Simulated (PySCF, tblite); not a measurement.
# C4H7FGeO2: geometry, infrared bands and NMR shifts

Wanted: the infrared bands and NMR shifts of C4H7FGeO2 (`CC(=O)[C@H](F)[C](=O)[GeH3]`), by calculation.

Programs: tblite 0.8.0 and PySCF 2.14.0, with density-fitted response routines of our own. Each step states its level of theory. These are calculated values for one molecule in the gas phase, unless marked as measured. Atoms count from 0, in the outputs and in this text.

## 1. Starting geometry

15 atoms, charge 0, multiplicity 1; geometry from: force field or distance geometry start.

Bonds of the start (Å): C0–C1 1.48, C1–O2 1.25, C1–C3 1.48, C3–F4 1.39, C3–C5 1.48, C5–O6 1.24, C5–Ge7 1.93, C0–H8 1.11, C0–H9 1.10, C0–H10 1.11, C3–H11 1.11, Ge7–H12 1.54, Ge7–H13 1.55, Ge7–H14 1.55.

## 2. Optimising the geometry with GFN2-xTB

Job settings and geometry (Å):

```
{"job": {"kind": "relax", "xc": "GFN2-xTB", "basis": "xTB"}, "charge": 0, "multiplicity": 1}
C     -2.354500     0.665700    -0.116500
C     -1.050400     0.085200     0.255100
O     -0.726900    -0.036800     1.458900
C     -0.141000    -0.345400    -0.832400
F     -0.770400    -1.319100    -1.592400
C      1.125200    -0.917600    -0.327300
O      1.389500    -2.085200    -0.636600
Ge     2.389200     0.056000     0.762900
H     -3.192700     0.038900     0.258400
H     -2.446000     0.716300    -1.209200
H     -2.486500     1.681300     0.311700
H      0.091600     0.479600    -1.536000
H      3.832000    -0.335700     0.392900
H      2.214500     1.581400     0.536100
H      2.122000    -0.256500     2.252500
```

Started as:

```
$ OMP_NUM_THREADS=1 python probes_run.py task.json out
```

The driver reads the jobs from task.json and runs them one after another.

Output:

```text
step      E/eV     max force
  0    -730.81996    4.179
  1    -730.91289    4.480
  2    -731.09871    0.588
  3    -731.12470    0.545
  4    -731.15684    0.493
  5    -731.16781    0.526
  6    -731.18562    0.422
  7    -731.20859    0.275
  8    -731.21575    0.226
  9    -731.22956    0.242
 10    -731.23963    0.290
 11    -731.25308    0.301
 12    -731.26568    0.261
 13    -731.27782    0.293
 14    -731.28801    0.321
 15    -731.29886    0.323
 16    -731.31337    0.315
 17    -731.33130    0.345
 18    -731.34840    0.362
 19    -731.36218    0.302
 20    -731.37236    0.243
 21    -731.37974    0.172
 22    -731.38517    0.376
 23    -731.38995    0.261
 24    -731.39407    0.257
 25    -731.40077    0.209
 26    -731.40453    0.205
 27    -731.40890    0.136
 28    -731.41111    0.146
 29    -731.41323    0.151
 30    -731.41578    0.148
 31    -731.41913    0.159
 32    -731.42276    0.219
 33    -731.42650    0.222
 34    -731.43047    0.160
 35    -731.43477    0.203
 36    -731.43902    0.213
 37    -731.44314    0.194
 38    -731.44751    0.235
 39    -731.45252    0.209
 40    -731.45819    0.185
 41    -731.46221    0.307
 42    -731.46721    0.357
 43    -731.47094    0.247
 44    -731.47895    0.211
 45    -731.48201    0.215
 46    -731.48653    0.253
 47    -731.48893    0.148
 48    -731.49172    0.191
 49    -731.49554    0.226
 50    -731.49988    0.365
 51    -731.50257    0.262
 52    -731.50459    0.167
 53    -731.50608    0.102
 54    -731.50780    0.113
 55    -731.50924    0.145
 56    -731.51069    0.136
 57    -731.51237    0.123
 58    -731.51487    0.160
 59    -731.51793    0.174
 60    -731.52086    0.161
 61    -731.52283    0.137
 62    -731.52439    0.134
 63    -731.52620    0.160
 64    -731.52888    0.113
 65    -731.53038    0.112
 66    -731.53243    0.120
 67    -731.53505    0.184
 68    -731.53859    0.213
 69    -731.54157    0.137
 70    -731.54323    0.060
 71    -731.54399    0.092
 72    -731.54456    0.111
 73    -731.54516    0.090
 74    -731.54587    0.064
 75    -731.54682    0.076
 76    -731.54737    0.084
 77    -731.54770    0.042
 78    -731.54782    0.023
 79    -731.54790    0.029
 80    -731.54801    0.045
 81    -731.54814    0.045
 82    -731.54825    0.026
 83    -731.54832    0.026
 84    -731.54838    0.027
 85    -731.54847    0.035
 86    -731.54857    0.038
 87    -731.54868    0.043
 88    -731.54880    0.043
 89    -731.54894    0.034
 90    -731.54913    0.043
 91    -731.54936    0.049
 92    -731.54957    0.030
 93    -731.54972    0.030
 94    -731.54984    0.028
 95    -731.54996    0.031
 96    -731.55017    0.036
 97    -731.55039    0.027
 98    -731.55055    0.029
 99    -731.55062    0.023
100    -731.55068    0.023
101    -731.55075    0.027
102    -731.55085    0.030
103    -731.55097    0.032
104    -731.55107    0.030
105    -731.55114    0.020
106    -731.55120    0.020
107    -731.55126    0.024
108    -731.55133    0.020
109    -731.55139    0.014
110    -731.55143    0.016
111    -731.55146    0.014
112    -731.55149    0.017
113    -731.55152    0.020
114    -731.55156    0.013
115    -731.55160    0.014
116    -731.55163    0.012
117    -731.55165    0.009
```

Wall time 0.55 s (1 thread of Intel Xeon 6975P-C, shared host); peak memory 0.18 GiB.

Step by step: (not every step is listed)

```csv
step,energy from step 0 (eV),largest force (eV/Å)
0,0.0000,4.1787
1,-0.0929,4.4804
2,-0.2787,0.5876
3,-0.3047,0.5446
4,-0.3369,0.4925
5,-0.3478,0.5258
6,-0.3657,0.4219
7,-0.3886,0.2754
8,-0.3958,0.2263
18,-0.5284,0.3619
28,-0.5911,0.1455
38,-0.6275,0.2352
48,-0.6718,0.1912
58,-0.6949,0.1602
68,-0.7186,0.2126
78,-0.7279,0.0230
88,-0.7288,0.0427
98,-0.7306,0.0294
108,-0.7314,0.0197
112,-0.7315,0.0171
113,-0.7316,0.0201
114,-0.7316,0.0125
115,-0.7316,0.0140
116,-0.7317,0.0122
117,-0.7317,0.0086
```

Distances of close pairs at the start and the end, largest changes first:

```csv
bond,before (Å),after (Å),change (Å)
C5–Ge7,1.932,2.001,+0.069
Ge7–H13,1.552,1.491,-0.061
Ge7–H14,1.545,1.485,-0.060
C3–C5,1.478,1.532,+0.054
C1–O2,1.252,1.210,-0.042
C5–O6,1.236,1.196,-0.041
Ge7–H12,1.540,1.502,-0.038
C1–C3,1.482,1.510,+0.028
```

The final coordinates are the input of the step that follows.

## 3. Vibrational analysis with GFN2-xTB

Job settings and geometry (Å):

```
{"job": {"kind": "ir", "xc": "GFN2-xTB", "basis": "xTB"}, "charge": 0, "multiplicity": 1}
C     -2.312337     0.371950     0.046982
C     -0.833195     0.557898     0.035451
O     -0.209703     1.170995     0.872222
C     -0.068427    -0.143669    -1.061414
F     -0.887124    -0.856286    -1.895133
C      0.978653    -1.008235    -0.351368
O      1.046240    -2.191000    -0.512677
Ge     2.191216     0.002126     0.878861
H     -2.535725    -0.691921     0.123482
H     -2.737163     0.720121    -0.893072
H     -2.751685     0.908176     0.883246
H      0.481417     0.585285    -1.670005
H      3.437919    -0.835084     0.891736
H      2.511287     1.360875     0.356277
H      1.684211     0.056759     2.273501
```

Output:

```text
mode    cm-1     km/mol
  1      57.0      2.88
  2      71.1      5.07
  3     129.9      2.87
  4     147.6     10.01
  5     196.0      6.10
  6     235.1      3.40
  7     250.3      5.12
  8     254.7      3.78
  9     305.0     23.39
 10     385.3     15.28
 11     455.9     30.58
 12     508.9      8.66
 13     526.5     60.91
 14     544.7     18.49
 15     615.0     62.00
 16     727.9    245.66
 17     765.5     82.09
 18     820.1     68.31
 19     846.2     59.23
 20     878.6     75.52
 21     917.9     53.24
 22     961.5     23.98
 23    1002.5     18.61
 24    1069.6     94.98
 25    1098.4     52.94
 26    1199.6    155.78
 27    1250.9     18.07
 28    1362.4     60.82
 29    1428.4     15.35
 30    1431.6     28.72
 31    1721.4    370.35
 32    1775.2    190.07
 33    1987.6    172.19
 34    2071.7    379.20
 35    2127.4    335.33
 36    2901.9     11.70
 37    3011.6      0.45
 38    3029.2      1.07
 39    3063.1      4.68
```

Wall time 0.37 s (1 thread of Intel Xeon 6975P-C, shared host); peak memory 0.18 GiB.

Which atoms move in the most intense modes:

```csv
cm⁻¹,km/mol,atoms
728,245.7,"H13 25 %, H12 21 %, H14 18 %, C5 16 %"
1070,95.0,"H11 48 %, C3 17 %, C1 13 %"
1200,155.8,"C1 51 %, H11 20 %, H10 12 %"
1721,370.4,"C1 56 %, O2 33 %"
1775,190.1,"C5 53 %, O6 38 %"
1988,172.2,"H12 73 %, H13 19 %"
2072,379.2,"H13 60 %, H12 25 %, H14 13 %"
2127,335.3,"H14 78 %, H13 20 %"
```

## 4. NMR shieldings: PBE0/pcSseg-1

Settings changed since step 3:

```diff
@@ -1,2 +1,2 @@
-{"job": {"kind": "ir", "xc": "GFN2-xTB", "basis": "xTB"}, "charge": 0, "multiplicity": 1}
+{"job": {"kind": "nmr", "xc": "PBE0", "basis": "pcSseg-1"}, "charge": 0, "multiplicity": 1}
 C     -2.312337     0.371950     0.046982
```

Level: GIAO PBE0/pcSseg-1 NMR shielding, non-relativistic, gas phase.

Output:

```text
coarse grid: 61104 points
cycle   1  E = -2482.6447893435  dE =  6.042e-01  |g| = 1.412e+00  |ddm| = 3.601e+00
cycle   2  E = -2481.5859736590  dE =  1.059e+00  |g| = 2.723e+00  |ddm| = 3.201e+00
cycle   3  E = -2482.9054618321  dE = -1.319e+00  |g| = 4.077e-01  |ddm| = 2.629e+00
cycle   4  E = -2482.9304142604  dE = -2.495e-02  |g| = 1.252e-01  |ddm| = 3.296e-01
cycle   5  E = -2482.9321687385  dE = -1.754e-03  |g| = 4.268e-02  |ddm| = 1.003e-01
cycle   6  E = -2482.9324572304  dE = -2.885e-04  |g| = 1.520e-02  |ddm| = 3.553e-02
cycle   7  E = -2482.9324968806  dE = -3.965e-05  |g| = 4.254e-03  |ddm| = 1.404e-02
cycle   8  E = -2482.9324999246  dE = -3.044e-06  |g| = 1.140e-03  |ddm| = 3.736e-03
final grid: 129496 points
cycle   9  E = -2482.9325193785  dE =  4.242e-07  |g| = 2.059e-03  |ddm| = 3.195e-03
cycle  10  E = -2482.9325170173  dE =  2.361e-06  |g| = 4.179e-03  |ddm| = 4.084e-03
cycle  11  E = -2482.9325200877  dE = -3.070e-06  |g| = 3.342e-04  |ddm| = 2.878e-03
cycle  12  E = -2482.9325201031  dE = -1.549e-08  |g| = 2.886e-05  |ddm| = 2.230e-04
cycle  13  E = -2482.9325201033  dE = -1.487e-10  |g| = 1.404e-05  |ddm| = 3.933e-05
converged SCF energy = -2482.9325201033

GIAO shielding tensors (ppm)
atom      isotropic    diamagn.    paramagn.     s11        s22        s33       span
  0 C      156.575     250.982     -94.407    132.080    149.813    187.832     55.752
  1 C      -28.238     254.344    -282.582   -113.884    -61.147     90.318    204.202
  2 O     -329.850     403.747    -733.597   -929.725   -391.449    331.625   1261.350
  3 C       77.366     250.587    -173.220     52.409     78.051    101.639     49.230
  4 F      392.885     471.774     -78.888    372.421    385.238    420.998     48.577
  5 C      -47.094     251.269    -298.363   -140.468    -67.019     66.206    206.675
  6 O     -482.818     397.755    -880.573  -1332.383   -474.653    358.581   1690.964
  7 Ge    1610.715    2755.230   -1144.515   1504.501   1631.763   1695.881    191.379
  8 H       29.079      29.732      -0.653     25.531     29.099     32.608      7.077
  9 H       28.972      28.549       0.422     25.480     28.626     32.810      7.329
 10 H       29.477      28.654       0.823     25.928     27.875     34.629      8.702
 11 H       25.973      30.562      -4.589     20.917     26.143     30.859      9.942
 12 H       28.311      28.458      -0.148     21.596     23.387     39.948     18.351
 13 H       27.394      29.202      -1.808     21.178     23.465     37.539     16.362
 14 H       27.513      29.217      -1.704     20.816     23.983     37.739     16.923
```

Run time: 24 s. Hardware: 1 thread of Intel Xeon 6975P-C, shared host; peak memory 1 GiB.

The references, computed at this level on geometries of the same kind, shield at (ppm): 1H TMS 31.72, 13C TMS 186.9, 19F CFCl3 170.9, 17O H2O 336.1, 73Ge GeMe4 1331. Their shielding less the atom's gives the shift. The references are single molecules in the gas phase, so shifts against H2O, NH3, PH3, H3PO4 or CFCl3 are not on the usual liquid scales and can be off by tens of ppm. Atoms listed in one row are averaged.

```csv
atoms,environment,σ (ppm),δ (ppm)
C5,carbonyl carbon,-47.1,234.0
C1,ketone carbonyl carbon,-28.2,215.2
C3,"sp3 CH bonded to F, α to a carbonyl",77.4,109.6
C0,methyl carbon α to a carbonyl,156.6,30.4
H11,"hydrogen on an sp3 CH bonded to F, α to a carbonyl",25.97,5.74
"H12, H13, H14",hydrogen on a germanium bonded to C,27.74,3.98
"H8, H9, H10",hydrogen on a methyl carbon α to a carbonyl,29.18,2.54
O6,carbonyl oxygen,-482.8,818.9
O2,ketone oxygen,-329.8,665.9
F4,fluorine on an sp3 carbon,392.9,-221.9
Ge7,"germanium bonded to C, 3 H",1611,-280
```

The run also stored atomic charges by several schemes (e):

```csv
atoms,Mulliken,IAO,Hirshfeld,ESP fit
C0,-0.23,-0.47,-0.12,-0.53
C1,0.14,0.38,0.17,0.51
O2,-0.37,-0.40,-0.19,-0.47
C3,0.21,0.07,0.04,0.23
F4,-0.30,-0.30,-0.09,-0.26
C5,-0.01,0.16,0.08,0.34
O6,-0.30,-0.34,-0.20,-0.39
Ge7,0.26,0.43,0.27,0.17
```

Mayer bond orders: C0–C1 1.02, C1–O2 1.91, C1–C3 0.92, C3–F4 0.92, C3–C5 0.84, C5–O6 2.01, C5–Ge7 0.77.

## 5. Results

```
                                                              quantity                          value
                             strongest single infrared mode (GFN2-xTB)          2072 cm⁻¹, 379 km/mol
                                          zero-point energy (GFN2-xTB)                  60.2 kcal/mol
                                13C shifts against TMS (PBE0/pcSseg-1)  234.0, 215.2, 109.6, 30.4 ppm
1H shifts against TMS (PBE0/pcSseg-1, means over atoms taken as alike)           5.74, 3.98, 2.54 ppm
                                17O shifts against H2O (PBE0/pcSseg-1)               818.9, 665.9 ppm
                              19F shifts against CFCl3 (PBE0/pcSseg-1)                     -221.9 ppm
                             73Ge shifts against GeMe4 (PBE0/pcSseg-1)                       -280 ppm
```

What this shows: Over 117 steps the energy fell by 0.732 eV; of the close pairs, C5–Ge7 changed most, 1.932 to 2.001 Å. All 39 modes are real, so the xTB geometry is a minimum. The strongest single mode, at 2072 cm⁻¹, moves mainly H13. Unscaled tight-binding wavenumbers are off by several per cent, some by more. Its intensities can rank the bands wrongly. The most deshielded hydrogen is H11 (hydrogen on an sp3 CH bonded to F, α to a carbonyl), at 5.74 ppm: its carbon carries F, hence the downfield position. At PBE0/pcSseg-1: The widest tensor belongs to O6: span 1691 ppm, with a paramagnetic part of -881 ppm. Spin-orbit coupling is left out, which matters for shieldings and couplings at and beside the heavy atoms.
